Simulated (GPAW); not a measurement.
# AlCo3 (Pm-3m) in GPAW: settings compared

Aim: see how the results for AlCo3 move with the level of theory and the settings. Levels: PBEsol, LDA. Tasks: band structure, equation of state.

All numbers are computed with GPAW 26.7.0; they aren't measurements. Logs are shortened: lines on timing, memory, paths and dates and some standing lists are left out, and cuts for length are marked. The log counts tension as positive stress, the text compression.

**1. The structure**

Symmetry: Pm-3m, No. 221, cubic system. Conventional cell: a = 3.575 Å, b = 3.575 Å, c = 3.575 Å, α = 90.00°, β = 90.00°, γ = 90.00°. Co (site symmetry 4/mmm) has 8 Co at 2.53 Å and 4 Al at 2.53 Å as nearest neighbours. Al (site symmetry m-3m) is surrounded by 12 Co at 2.53 Å.

The cell comes from a database or a generator and needn't be the stable form of this composition.

**2. Band structure, PBEsol, collinear spin, ferromagnetic start**

run.py reads:

```python
from ase import Atoms
from ase.dft.bandgap import bandgap
from ase.io import write
from ase.units import GPa
from gpaw import GPAW, PW, setup_paths

setup_paths.insert(0, '.')

atoms = Atoms(['Co', 'Co', 'Co', 'Al'],
              cell=[[3.574948, 0.0, 0.0],
                    [0.0, 3.574948, 0.0],
                    [0.0, 0.0, 3.574948]],
              scaled_positions=[[0.0, 0.5, 0.5],
                                [0.5, 0.0, 0.5],
                                [0.5, 0.5, 0.0],
                                [0.0, 0.0, 0.0]],
              pbc=True)
atoms.set_initial_magnetic_moments([2.0, 2.0, 2.0, 0.0])

calc = GPAW(mode=PW(600),
            xc='PBEsol',
            kpts={'size': (6, 6, 6), 'gamma': True},
            occupations={'name': 'fermi-dirac', 'width': 0.05},
            nbands=32,
            convergence={'density': 1e-05, 'energy': 1e-05},
            maxiter=150,
            txt='gpaw.txt')
atoms.calc = calc
energy = atoms.get_potential_energy()
forces = atoms.get_forces()
stress = atoms.get_stress()
calc.write('gs.gpw')
write('result.traj', atoms)
print(f'Energy: {energy:.6f} eV')
print('Forces (eV/A):')
print(forces.round(4))
print('Stress (GPa):', (stress / GPa).round(3))
print('Moments:', calc.get_magnetic_moments().round(3))
print('Fermi level:', round(calc.get_fermi_level(), 4), 'eV')
print(f'Gap: {bandgap(calc)[0]:.4f} eV, direct: {bandgap(calc, direct=True)[0]:.4f} eV')

path = atoms.cell.bandpath('GXMGRX,MR', npoints=100, eps=1e-4)
bs_calc = calc.fixed_density(kpts=path, symmetry='off', nbands=46,
                             convergence={'bands': 'CBM+6.0', 'eigenstates': 1e-6}, txt='bands.txt')
bs = bs_calc.band_structure()
bs.write('bs.json')
print(f'Gap on the path: {bandgap(bs_calc)[0]:.4f} eV')
```

Potentials or basis: PAW data sets generated in the run's folder for this functional, pw.

Command:

```console
$ gpaw-setup -f PBEsol Al Co
$ OMP_NUM_THREADS=1 python run.py
```

gpaw.txt:

```text
__  _  _
 | _ |_)|_||  |
 |__||  | ||/\| - 26.7.0

Input parameters:
  mode=PW(ecut=600.0),
  convergence={'density': 1e-05, 'energy': 1e-05},
  kpts=MonkhorstPack(size=(6, 6, 6), gamma=True),
  maxiter=150,
  nbands=32,
  occupations=Occupations(name='fermi-dirac', width=0.05),
  xc=XC(name='PBEsol')

Diagonalizing LCAO Hamiltonian
Converting LCAO to pw mode
   .--------.
  /|        |
 * |        |
 |Co        |
 | .--Co----.
 |/    Co  /
 Al-------*

Atoms  # Å, Bohr magnetons
|   | symbol |        x |        y |        z |    initial magnetic moments |
|---|--------|----------|----------|----------|-----------------------------|
| 0 |     Co | 0.000000 | 1.787474 | 1.787474 | ( 0.0000,  0.0000,  2.0000) |
| 1 |     Co | 1.787474 | 0.000000 | 1.787474 | ( 0.0000,  0.0000,  2.0000) |
| 2 |     Co | 1.787474 | 1.787474 | 0.000000 | ( 0.0000,  0.0000,  2.0000) |
| 3 |     Al | 0.000000 | 0.000000 | 0.000000 | ( 0.0000,  0.0000,  0.0000) |

Unit cell  # Å
| periodic |        x |        y |        z |  lengths |    angles |
|----------|----------|----------|----------|----------|-----------|
|      yes | 3.574948 | 0.000000 | 0.000000 | 3.574948 | 90.000000 |
|      yes | 0.000000 | 3.574948 | 0.000000 | 3.574948 | 90.000000 |
|      yes | 0.000000 | 0.000000 | 3.574948 | 3.574948 | 90.000000 |

Number of symmetries: 48
Symmetry operations  # r_c * U_cc + t_c -> r_c
|    | kind |            matrix            |
|----|------|------------------------------|
|  0 |  E   |  1, 0, 0,  0, 1, 0,  0, 0, 1 |
|  1 |  σ   |  1, 0, 0,  0, 1, 0,  0, 0,-1 |
|  2 |  σ   |  1, 0, 0,  0, 0, 1,  0, 1, 0 |
|  3 |  C4  |  1, 0, 0,  0, 0, 1,  0,-1, 0 |
|  4 |  C4  |  1, 0, 0,  0, 0,-1,  0, 1, 0 |
|  5 |  σ   |  1, 0, 0,  0, 0,-1,  0,-1, 0 |
|  6 |  σ   |  1, 0, 0,  0,-1, 0,  0, 0, 1 |
|  7 |  C2  |  1, 0, 0,  0,-1, 0,  0, 0,-1 |
|  8 |  σ   |  0, 1, 0,  1, 0, 0,  0, 0, 1 |
|  9 |  C2  |  0, 1, 0,  1, 0, 0,  0, 0,-1 |
| 10 |  C3  |  0, 1, 0,  0, 0, 1,  1, 0, 0 |
| 11 |  S6  |  0, 1, 0,  0, 0, 1, -1, 0, 0 |
| 12 |  S6  |  0, 1, 0,  0, 0,-1,  1, 0, 0 |
| 13 |  C3  |  0, 1, 0,  0, 0,-1, -1, 0, 0 |
| 14 |  C4  |  0, 1, 0, -1, 0, 0,  0, 0, 1 |
| 15 |  S4  |  0, 1, 0, -1, 0, 0,  0, 0,-1 |
| 16 |  C3  |  0, 0, 1,  1, 0, 0,  0, 1, 0 |
| 17 |  S6  |  0, 0, 1,  1, 0, 0,  0,-1, 0 |
| 18 |  σ   |  0, 0, 1,  0, 1, 0,  1, 0, 0 |
| 19 |  C4  |  0, 0, 1,  0, 1, 0, -1, 0, 0 |
| 20 |  C2  |  0, 0, 1,  0,-1, 0,  1, 0, 0 |
| 21 |  S4  |  0, 0, 1,  0,-1, 0, -1, 0, 0 |
| 22 |  S6  |  0, 0, 1, -1, 0, 0,  0, 1, 0 |
| 23 |  C3  |  0, 0, 1, -1, 0, 0,  0,-1, 0 |
| 24 |  S6  |  0, 0,-1,  1, 0, 0,  0, 1, 0 |
| 25 |  C3  |  0, 0,-1,  1, 0, 0,  0,-1, 0 |
| 26 |  C4  |  0, 0,-1,  0, 1, 0,  1, 0, 0 |
| 27 |  σ   |  0, 0,-1,  0, 1, 0, -1, 0, 0 |
| 28 |  S4  |  0, 0,-1,  0,-1, 0,  1, 0, 0 |
| 29 |  C2  |  0, 0,-1,  0,-1, 0, -1, 0, 0 |
| 30 |  C3  |  0, 0,-1, -1, 0, 0,  0, 1, 0 |
| 31 |  S6  |  0, 0,-1, -1, 0, 0,  0,-1, 0 |
| 32 |  C4  |  0,-1, 0,  1, 0, 0,  0, 0, 1 |
| 33 |  S4  |  0,-1, 0,  1, 0, 0,  0, 0,-1 |
| 34 |  S6  |  0,-1, 0,  0, 0, 1,  1, 0, 0 |
| 35 |  C3  |  0,-1, 0,  0, 0, 1, -1, 0, 0 |
| 36 |  C3  |  0,-1, 0,  0, 0,-1,  1, 0, 0 |
| 37 |  S6  |  0,-1, 0,  0, 0,-1, -1, 0, 0 |
| 38 |  σ   |  0,-1, 0, -1, 0, 0,  0, 0, 1 |
| 39 |  C2  |  0,-1, 0, -1, 0, 0,  0, 0,-1 |
| 40 |  σ   | -1, 0, 0,  0, 1, 0,  0, 0, 1 |
| 41 |  C2  | -1, 0, 0,  0, 1, 0,  0, 0,-1 |
| 42 |  C2  | -1, 0, 0,  0, 0, 1,  0, 1, 0 |
| 43 |  S4  | -1, 0, 0,  0, 0, 1,  0,-1, 0 |
| 44 |  S4  | -1, 0, 0,  0, 0,-1,  0, 1, 0 |
| 45 |  C2  | -1, 0, 0,  0, 0,-1,  0,-1, 0 |
| 46 |  C2  | -1, 0, 0,  0,-1, 0,  0, 0, 1 |
| 47 |  i   | -1, 0, 0,  0,-1, 0,  0, 0,-1 |

BZ-sampling:
  Number of BZ points: 216
  Number of IBZ points: 20

  Monkhorst-Pack size: [6, 6, 6]
  Monkhorst-Pack shift: [0.08333333333333333, 0.08333333333333333, 0.08333333333333333]

K-points  # in reciprocal-cell coordinates
|     |                                coordinates |     weight |
|-----|--------------------------------------------|------------|
|   0 | (  0.00000000,   0.00000000,   0.00000000) | 0.00462963 |
|   1 | (  0.16666667,   0.00000000,   0.00000000) | 0.02777778 |
|   2 | (  0.16666667,   0.16666667,   0.00000000) | 0.05555556 |
|   3 | (  0.16666667,   0.16666667,   0.16666667) | 0.03703704 |
|   4 | (  0.33333333,   0.00000000,   0.00000000) | 0.02777778 |
|   5 | (  0.33333333,   0.16666667,   0.00000000) | 0.11111111 |
|   6 | (  0.33333333,   0.16666667,   0.16666667) | 0.11111111 |
|   7 | (  0.33333333,   0.33333333,   0.00000000) | 0.05555556 |
|   8 | (  0.33333333,   0.33333333,   0.16666667) | 0.11111111 |
|   9 | (  0.33333333,   0.33333333,   0.33333333) | 0.03703704 |
| ... |                                            |            |
|  19 | (  0.50000000,   0.50000000,   0.50000000) | 0.00462963 |

Plane wave coefficients: 1568
Cutoff: 600.0 eV

Spin-components: 2 (collinear spins)
Bands:           32
Projectors:      23
Spin-degeneracy: 1
Datatype:        complex128

Parallelization:
  kpt:    1
  domain: 1
  band:   1

Density:
  Valence electrons: 30.0
  Components: 2
  Grid points: [21 21 21]
  Charge: 0.0  # |e|

Potential:
  Grid points: [21 21 21]

species:
  Co:
    name:    Cobalt
    Z:       27.0
    valence: 9
    core:    18
    charge:  0.0  # [|e|]
    compensation charges:
      type: gauss
      rc: 0.32  # [Å]
      lmax: 2
    cutoffs:
      filter: 1.87  # [Å]
      core: 2.55  # [Å]
    projectors
    | kind |    occ | energy [eV] | rcut [Å] |
    |------|--------|-------------|----------|
    |   4s |  2.000 |      -5.488 |    1.005 |
    |   4p |  0.000 |      -1.248 |    1.058 |
    |   3d |  7.000 |      -8.230 |    1.005 |
    |    s |        |      21.723 |    1.005 |
    |    p |        |      25.963 |    1.058 |
    |    d |        |      18.981 |    1.005 |

    Using partial waves for Co as LCAO basis

  Al:
    name:    Aluminium
    Z:       13.0
    valence: 3
    core:    10
    charge:  0.0  # [|e|]
    compensation charges:
      type: gauss
      rc: 0.34  # [Å]
      lmax: 2
    cutoffs:
      filter: 1.91  # [Å]
      core: 2.36  # [Å]
    projectors
    | kind |    occ | energy [eV] | rcut [Å] |
    |------|--------|-------------|----------|
    |   3s |  2.000 |      -7.715 |    1.085 |
    |   3p |  1.000 |      -2.689 |    1.085 |
    |    s |        |      19.497 |    1.085 |
    |    p |        |      24.522 |    1.085 |
    |    d |        |       0.000 |    1.085 |

    Using partial waves for Al as LCAO basis

Reference energy: -120196.709202  # eV

eigensolver:
  PPCG
  Converge bands: occupied
  niter=2

density mixing:
  MSR1-Mixer
  Pratt-step length: 0.05
  Maximum mixing coefficient: 0.75
  Old densities: 10
  SVD Regularization: 0.005
  Good broyden scale: 1.0
  Trust region scale: 1.0
  Backstep threshold: 4.0
  History deletion threshold: 6.0
  Fourier metric: weight=20.0, sigma=0.015

occupation numbers:
  Fermi-Dirac:
    width: 0.0500  # eV

poisson solver:
  ecut: 4800.0  # eV

xc functional:
  name: PBEsol with 2 nearest neighbor stencil

convergence criteria:
- Maximum integral of absolute [dens]ity change: 1e-05 electrons / valence electron
- Maximum [total energy] change in last 3 cyles: 1e-05 eV / valence electron
- Maximum integral of absolute [eigenst]ate change: 4e-08 eV^2 / valence electron
maximum number of iterations: 150

SCF iterations
|iter     | |      energy | eigst |  dens |  magmom |
|---------|-|-------------|-------|-------|---------|
|iter:   1| |  -31.444187 | +0.52 |       |  +6.0135|
|iter:   2| |  -31.464109 | -2.13 | -1.03 |  +5.9154|
|iter:   3| |  -31.629437 | -2.29 | -1.06 |  +4.4830|
|iter:   4| |  -31.655668 | -3.14 | -1.63 |  +4.0436|
|iter:   5| |  -31.657263 | -3.42 | -1.94 |  +3.9288|
|iter:   6| |  -31.655452 | -4.07 | -2.16 |  +3.8209|
|iter:   7| |  -31.655759 | -5.16 | -2.65 |  +3.7935|
|iter:   8| |  -31.655797 | -5.77 | -2.91 |  +3.8069|
|iter:   9| |  -31.655803c| -6.88 | -3.48 |  +3.8104|
|iter:  10| |  -31.655805c| -7.12 | -3.83 |  +3.8124|
|iter:  11| |  -31.655805c| -7.92c| -4.38 |  +3.8128|
|iter:  12| |  -31.655805c| -8.36c| -4.86 |  +3.8128|
|iter:  13| |  -31.655806c| -8.63c| -5.16c|  +3.8127|

Converged in 13 steps
Energy contributions relative to reference atoms: (reference = -120196.709202)

Energy contributions:
  Kinetic:          30.753925
  Coulomb:         -23.351159
  Zero:             -0.174139
  External:          0.000000
  Xc:              -38.856343
  Entropy:          -0.056178
  Spinorbit:         0.000000
  ----------------------------
  Free energy:     -31.683894
  Extrapolated:    -31.655806

dipole moment: (-15.783594, -15.783594, -15.783594)  # |e|*Ang

Total magnetic moment: (0.000000, 0.000000, 3.812702)

Local magnetic moments
|        x |        y |         z |
|----------|----------|-----------|
| 0.000000 | 0.000000 |  1.312270 |  # Co   0
| 0.000000 | 0.000000 |  1.312270 |  # Co   1
| 0.000000 | 0.000000 |  1.312270 |  # Co   2
| 0.000000 | 0.000000 | -0.053205 |  # Al   3

Fermi level: 9.883
Eigenvalues  # (at kpt = [0.000, 0.000, 0.000])
| band index |      eig [eV] | occ [0-1] |      eig [eV] | occ [0-1] |
|------------|---------------|-----------|---------------|-----------|
|          0 |        -0.167 |     1.000 |        -0.139 |     1.000 |
|        ... |               |           |               |           |
|          5 |         6.173 |     1.000 |         7.182 |     1.000 |
|          6 |         6.173 |     1.000 |         7.182 |     1.000 |
|          7 |         8.240 |     1.000 |         9.475 |     1.000 |
|          8 |         8.240 |     1.000 |         9.475 |     1.000 |
|          9 |         8.240 |     1.000 |         9.475 |     1.000 |
|         10 |         8.854 |     1.000 |        10.480 |     0.000 |
[... 8 lines left out ...]
|         19 |        16.551 |     0.000 |        17.207 |     0.000 |
|         20 |        16.551 |     0.000 |        17.207 |     0.000 |
|        ... |               |           |               |           |
|         31 |        29.664 |     0.000 |        29.848 |     0.000 |

No gap
No difference between direct/indirect transitions

Forces  # eV/Ang
|        x |       y |        z |
|----------|---------|----------|
|  0.00000 | 0.00000 |  0.00000 |  # Co   0
|  0.00000 | 0.00000 |  0.00000 |  # Co   1
|  0.00000 | 0.00000 |  0.00000 |  # Co   2
| -0.00000 | 0.00000 | -0.00000 |  # Al   3

Stress tensor  # eV/Ang^3
|         x |         y |        z |
|-----------|-----------|----------|
|  0.044709 | -0.000000 | 0.000000 |
| -0.000000 |  0.044709 | 0.000000 |
|  0.000000 |  0.000000 | 0.044709 |

# Writing to gs.gpw (mode='')
```

Run time: 3.7 min. Hardware: 1 thread of Arm Neoverse V1, shared host; peak memory 0.48 GiB.

What came out:

```yaml
Free_energy: -31.6839 eV
Pressure: -7.2 GPa
Band_gap_along_the_path: none (metal or under the smearing width)
Net_moment: 3.81 μB per cell
Site_moments: Co +1.31; Al -0.05 μB
```

Levels at the corners of the path, in eV from the Fermi level:
Spin up:
```tsv
point	band 13	band 14	band 15	band 16	band 17	band 18	band 19	band 20	band 21	band 22
Γ	-0.42	-0.17	-0.17	-0.17	0.73	0.73	0.73	6.67	6.67	7.18
X	-1.45	-1.45	-1.36	-0.91	-0.17	5.48	5.48	5.52	5.52	6.42
M	-1.69	-1.58	-1.19	-1.17	-0.75	0.78	0.78	8.12	8.13	8.13
Γ	-0.42	-0.17	-0.17	-0.17	0.73	0.73	0.73	6.67	6.67	7.18
R	-1.84	-1.30	-1.30	-0.42	-0.38	-0.38	-0.38	3.40	4.17	4.17
X	-1.45	-1.45	-1.36	-0.91	-0.17	5.48	5.48	5.52	5.52	6.42
M	-1.69	-1.58	-1.19	-1.17	-0.75	0.78	0.78	8.12	8.13	8.13
R	-1.84	-1.30	-1.30	-0.42	-0.38	-0.38	-0.38	3.40	4.17	4.17
```
Spin down:
| point | band 11 | band 12 | band 13 | band 14 | band 15 | band 16 |
| --- | --- | --- | --- | --- | --- | --- |
| Γ | 0.60 | 0.60 | 0.73 | 0.73 | 0.73 | 1.01 |
| X | -0.83 | -0.22 | -0.21 | -0.21 | 0.02 | 0.67 |
| M | -0.40 | -0.39 | -0.32 | -0.32 | 0.11 | 0.12 |
| Γ | 0.60 | 0.60 | 0.73 | 0.73 | 0.73 | 1.01 |
| R | -0.33 | -0.33 | -0.33 | -0.32 | -0.03 | -0.03 |
| X | -0.83 | -0.22 | -0.21 | -0.21 | 0.02 | 0.67 |
| M | -0.40 | -0.39 | -0.32 | -0.32 | 0.11 | 0.12 |
| R | -0.33 | -0.33 | -0.33 | -0.32 | -0.03 | -0.03 |

**3. Band structure, LDA, collinear spin, ferromagnetic start**

run.py: that of step 2 with these lines changed.

```diff
@@ -4,5 +4,3 @@
 from ase.units import GPa
-from gpaw import GPAW, PW, setup_paths
-
-setup_paths.insert(0, '.')
+from gpaw import GPAW, PW
 
@@ -20,3 +18,3 @@
 calc = GPAW(mode=PW(600),
-            xc='PBEsol',
+            xc='LDA',
             kpts={'size': (6, 6, 6), 'gamma': True},
```

Potentials or basis: the program's PAW data sets (release 1.2.1) made for this functional, pw.

Command:

```console
$ OMP_NUM_THREADS=1 python run.py
```

Wall time 3.8 min (1 thread of Arm Neoverse V1, shared host); peak memory 0.48 GiB.

It converged, with:

- Free energy: -33.1610 eV
- Pressure: -14.0 GPa
- Band gap along the path: none (metal or under the smearing width)
- Net moment: 3.72 μB per cell
- Site moments: Co +1.26; Al -0.04 μB

Levels at the corners of the path, in eV from the Fermi level:
Spin up:
| point | band 15 | band 16 | band 17 | band 18 | band 19 | band 20 |
| --- | --- | --- | --- | --- | --- | --- |
| Γ | -0.07 | -0.07 | 0.79 | 0.79 | 0.79 | 6.77 |
| X | -1.23 | -0.77 | -0.06 | 5.53 | 5.53 | 5.59 |
| M | -1.10 | -1.08 | -0.66 | 0.89 | 0.89 | 8.14 |
| Γ | -0.07 | -0.07 | 0.79 | 0.79 | 0.79 | 6.77 |
| R | -1.21 | -0.32 | -0.28 | -0.28 | -0.28 | 3.42 |
| X | -1.23 | -0.77 | -0.06 | 5.53 | 5.53 | 5.59 |
| M | -1.10 | -1.08 | -0.66 | 0.89 | 0.89 | 8.14 |
| R | -1.21 | -0.32 | -0.28 | -0.28 | -0.28 | 3.42 |
Spin down:
```csv
point,band 11,band 12,band 13,band 14,band 15,band 16
Γ,0.55,0.55,0.87,0.87,0.87,0.98
X,-0.84,-0.25,-0.20,-0.20,-0.01,0.63
M,-0.42,-0.40,-0.35,-0.35,0.10,0.14
Γ,0.55,0.55,0.87,0.87,0.87,0.98
R,-0.37,-0.37,-0.37,-0.13,-0.04,-0.04
X,-0.84,-0.25,-0.20,-0.20,-0.01,0.63
M,-0.42,-0.40,-0.35,-0.35,0.10,0.14
R,-0.37,-0.37,-0.37,-0.13,-0.04,-0.04
```

**4. Equation of state, LDA, collinear spin, ferromagnetic start**

run.py reads:

```python
from ase import Atoms
from ase.eos import EquationOfState
from ase.io import Trajectory
from ase.units import GPa
from gpaw import GPAW, PW

atoms = Atoms(['Co', 'Co', 'Co', 'Al'],
              cell=[[3.574948, 0.0, 0.0],
                    [0.0, 3.574948, 0.0],
                    [0.0, 0.0, 3.574948]],
              scaled_positions=[[0.0, 0.5, 0.5],
                                [0.5, 0.0, 0.5],
                                [0.5, 0.5, 0.0],
                                [0.0, 0.0, 0.0]],
              pbc=True)
atoms.set_initial_magnetic_moments([2.0, 2.0, 2.0, 0.0])

traj = Trajectory('eos.traj', 'w')
volumes, energies = [], []
for x in [0.94, 0.96, 0.98, 1.0, 1.02, 1.04, 1.06]:
    a = atoms.copy()
    a.set_cell(atoms.cell * x**(1 / 3), scale_atoms=True)
    calc = GPAW(mode=PW(600),
                xc='LDA',
                kpts={'size': (6, 6, 6), 'gamma': True},
                occupations={'name': 'fermi-dirac', 'width': 0.05},
                nbands=32,
                convergence={'density': 1e-05, 'energy': 1e-05},
                maxiter=150,
                txt=f'eos-{x:.2f}.txt')
    a.calc = calc
    energies.append(a.get_potential_energy(force_consistent=True))
    volumes.append(a.get_volume())
    p = -a.get_stress()[:3].mean() / GPa
    calc.write(f'eos-{x:.2f}.gpw')
    traj.write(a)
    print(f'{x:.2f} {volumes[-1]:10.4f} A^3 {energies[-1]:14.6f} eV {p:9.3f} GPa', flush=True)

v0, e0, B = EquationOfState(volumes, energies, eos='birchmurnaghan').fit()
print(f'V0 = {v0:.4f} A^3, E0 = {e0:.6f} eV, B0 = {B / GPa:.2f} GPa')
```

Command:

```console
$ OMP_NUM_THREADS=1 python run.py
```

Run time: 5.2 min. Hardware: 1 thread of Arm Neoverse V1, shared host; peak memory 0.34 GiB.

The run converged. Its results:

```
Equilibrium volume : 10.67 Å³/atom (rough: see the caveat)
Bulk modulus       : 222 GPa (rough)
```

Energy against volume, from the lowest point:
| volume (Å³/atom) | energy (meV/atom) |
| --- | --- |
| 10.737 | 0.00 |
| 10.965 | 4.96 |
| 11.194 | 15.98 |
| 11.422 | 32.01 |
| 11.651 | 52.96 |
| 11.879 | 78.02 |
| 12.108 | 106.88 |

Caveat: the minimum lies outside the volumes run.

**5. The reference run**

An earlier run on the cell as given: functional PBEsol; potentials or basis PAW data sets generated in the run's folder for this functional; cutoff 600 eV; basis pw; k mesh 8 × 8 × 8; occupations fermi-dirac, width 0.05 eV; collinear spin, ferromagnetic start; starting moments [2.0, 2.0, 2.0, 0.0] μB.

- Pressure: -7.1 GPa
- Band gap on the k mesh: none (metal or under the smearing width)
- Net moment: 3.86 μB per cell
- Site moments: Co +1.32; Al -0.05 μB

**6. The runs side by side**

```csv
task,level,potentials or basis,k mesh,band path,band points,pressure (GPa),moment (μB)
band structure,PBEsol,"PAW data sets generated in the run's folder for this functional, pw",6 × 6 × 6,"GXMGRX,MR",100,-7.2,3.81
band structure,LDA,"the program's PAW data sets (release 1.2.1) made for this functional, pw",6 × 6 × 6,"GXMGRX,MR",100,-14.0,3.72
equation of state,LDA,"the program's PAW data sets (release 1.2.1) made for this functional, pw",6 × 6 × 6,-,-,-,-
single point,PBEsol,"PAW data sets generated in the run's folder for this functional, pw",8 × 8 × 8,-,-,-7.1,3.86
```

Alike in all rows: spin collinear, ferromagnetic start; cell as given; cutoff (eV) 600; smearing fermi-dirac 0.05 eV.

Caveats: the minimum lies outside the volumes run (some runs).

Total energies depend on the potentials used, so only differences within one code and one set of settings carry meaning.
